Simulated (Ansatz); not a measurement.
## Nudged elastic band run: CuSi16, charge +1

input.yaml

```yaml
crystal:
  lattice:
    - [0.0, 5.43, 5.43]
    - [5.43, 0.0, 5.43]
    - [5.43, 5.43, 0.0]
  atoms:
    - { symbol: Si, position: [0.01314527, -0.00315541, -0.00735101] }
    - { symbol: Si, position: [0.11723589, 0.13246498, 0.12529567] }
    - { symbol: Si, position: [0.01341495, -0.00307287, 0.49762339] }
    - { symbol: Si, position: [0.13906424, 0.12010757, 0.62073977] }
    - { symbol: Si, position: [-0.0382974, 0.51243036, 0.01294353] }
    - { symbol: Si, position: [0.11737667, 0.62446561, 0.12501019] }
    - { symbol: Si, position: [0.0134886, 0.49207217, 0.49737188] }
    - { symbol: Si, position: [0.11741159, 0.62459251, 0.63328197] }
    - { symbol: Si, position: [0.50513062, 0.00415536, -0.00437746] }
    - { symbol: Si, position: [0.63872829, 0.11852749, 0.12344871] }
    - { symbol: Si, position: [0.51255162, -0.00455054, 0.4964057] }
    - { symbol: Si, position: [0.63897731, 0.11867227, 0.61976094] }
    - { symbol: Si, position: [0.5050932, 0.49433675, -0.00485179] }
    - { symbol: Si, position: [0.59038422, 0.63575924, 0.13686473] }
    - { symbol: Si, position: [0.50538592, 0.49455386, 0.50522862] }
    - { symbol: Si, position: [0.63903788, 0.62247804, 0.61939793] }
    - { symbol: Cu, position: [0.33280321, 0.38803832, 0.88932592] }
total_charge: 1
basis:
  ecutwfc: 420.0
kpoints:
  mp_grid: { grid: [2, 2, 2] }
hamiltonian:
  xc: pbe
  pseudopotentials: { kind: paw, azcp: { folder: soft_1 } }
scf:
  occupations: { method: fermi_dirac, width: 0.05 }
  lower_state_search: "off"
neb:
  images: 7
  f_tol: 0.03
  initial_path: idpp
  max_iterations: 31
  optimiser: lbfgs
  spring: 10.0
  final_atoms:
    - { symbol: Si, position: [0.03401646, -0.0113125, -0.01133474] }
    - { symbol: Si, position: [0.11900827, 0.13040714, 0.13024221] }
    - { symbol: Si, position: [-0.01443427, 0.00221907, 0.50612434] }
    - { symbol: Si, position: [0.1193707, 0.12984301, 0.62040714] }
    - { symbol: Si, position: [-0.01457633, 0.50620629, 0.00220565] }
    - { symbol: Si, position: [0.11932207, 0.62042375, 0.12976012] }
    - { symbol: Si, position: [-0.01428028, 0.50575903, 0.50571843] }
    - { symbol: Si, position: [0.1120015, 0.62912885, 0.62908904] }
    - { symbol: Si, position: [0.50682648, 0.00031996, 0.00031877] }
    - { symbol: Si, position: [0.66267739, 0.11233336, 0.11222971] }
    - { symbol: Si, position: [0.50703214, 8.655e-05, 0.49233623] }
    - { symbol: Si, position: [0.61124115, 0.13271036, 0.62785474] }
    - { symbol: Si, position: [0.50702212, 0.49232931, 8.582e-05] }
    - { symbol: Si, position: [0.61111201, 0.62786928, 0.13280684] }
    - { symbol: Si, position: [0.4852876, 0.50468322, 0.50478022] }
    - { symbol: Si, position: [0.61134322, 0.62771081, 0.62769414] }
    - { symbol: Cu, position: [0.29116388, 0.2364719, 1.23648104] }
  order_check: true
```

Command:

```bash
$ ansatz run input.yaml --threads 1 --pin off --max-ram 3072MiB --backend cpu --events-out ev --progress --plain --runs-dir out
```

Output, in part (warnings, iteration lines):

```
NEB end point (image 0): max|allowed force component| = 7.885e-3 eV/Å (the criterion of neb.relax_end_points is 1.000e-2)
NEB end point (image 8): max|allowed force component| = 1.481e-2 eV/Å (the criterion of neb.relax_end_points is 1.000e-2)
NEB iter   1: max|band force component| = 1.435e0 eV/Å  barrier→ = 0.4441 eV  barrier← = 0.4440 eV  Δτ_max = 0.0275 Å  (84 SCF iters)
NEB iter   2: max|band force component| = 1.039e0 eV/Å  barrier→ = 0.3268 eV  barrier← = 0.3267 eV  Δτ_max = 0.0952 Å  (46 SCF iters)
NEB iter   3: max|band force component| = 2.854e-1 eV/Å  barrier→ = 0.1542 eV  barrier← = 0.1541 eV  CI = image 4  Δτ_max = 0.0056 Å  (54 SCF iters)
NEB iter   4: max|band force component| = 2.513e-1 eV/Å  barrier→ = 0.1461 eV  barrier← = 0.1460 eV  CI = image 4  Δτ_max = 0.0523 Å  (37 SCF iters)
NEB iter   5: max|band force component| = 2.079e-1 eV/Å  barrier→ = 0.0967 eV  barrier← = 0.0966 eV  CI = image 4  Δτ_max = 0.0428 Å  (49 SCF iters)
NEB iter   6: max|band force component| = 2.776e-1 eV/Å  barrier→ = 0.0727 eV  barrier← = 0.0726 eV  CI = image 4  Δτ_max = 0.0050 Å  (46 SCF iters)
NEB iter   7: max|band force component| = 1.974e-1 eV/Å  barrier→ = 0.0696 eV  barrier← = 0.0695 eV  CI = image 4  Δτ_max = 0.0216 Å  (39 SCF iters)
NEB iter   8: max|band force component| = 1.258e-1 eV/Å  barrier→ = 0.0585 eV  barrier← = 0.0584 eV  CI = image 4  Δτ_max = 0.0186 Å  (45 SCF iters)
[... lines left out ...]
NEB iter  23: max|band force component| = 3.319e-2 eV/Å  barrier→ = 0.0362 eV  barrier← = 0.0361 eV  CI = image 4  Δτ_max = 0.0067 Å  (38 SCF iters)
NEB iter  24: max|band force component| = 5.069e-2 eV/Å  barrier→ = 0.0358 eV  barrier← = 0.0357 eV  CI = image 4  Δτ_max = 0.0010 Å  (40 SCF iters)
```

The run converged. A structure lower than the first end lies on the path between it and the top, so the climb from that side starts below the end, which may itself be a saddle point or a shallow side well. A structure lower than the last end lies on the path between it and the top, so the climb from that side starts below the end, which may itself be a saddle point or a shallow side well. By the program's own check the climbing image is of a kind that is not told: the force calls were inconclusive, a negative curvature could not be distinguished from the path's own, the only one lies far off the path, or fixed occupations may fill a level only in part (lowest curvatures found: -0.61 and 1.02 eV/Å²). Limits of this set-up: coarse k mesh, a small cell, in which the defect meets its images, charged cell in a uniform background, uncorrected.

Final band (atoms are numbered from 1 in the order of the input):

| image | path coordinate (Å) | energy (eV) | Si5–Cu17 (Å) | Si8–Cu17 (Å) | Si15–Cu17 (Å) |
| --- | --- | --- | --- | --- | --- |
| 0 | 0.00 | 0.000 | 2.33 | 2.56 | 2.43 |
| 1 | 0.33 | 0.001 | 2.34 | 2.79 | 2.52 |
| 2 | 0.66 | -0.010 | 2.35 | 3.04 | 2.67 |
| 3 | 0.99 | 0.011 | 2.34 | 3.27 | 2.97 |
| 4 | 1.32 | 0.035 | 2.37 | 3.52 | 3.32 |
| 5 | 1.65 | 0.010 | 2.43 | 3.78 | 3.67 |
| 6 | 1.97 | -0.009 | 2.53 | 4.03 | 4.04 |
| 7 | 2.30 | 0.001 | 2.72 | 4.30 | 4.33 |
| 8 | 2.62 | 0.000 | 2.95 | 4.57 | 4.59 |

The run took 29 min on 1 thread of Arm Neoverse V1, with other jobs on the host, peak memory 1 GiB.
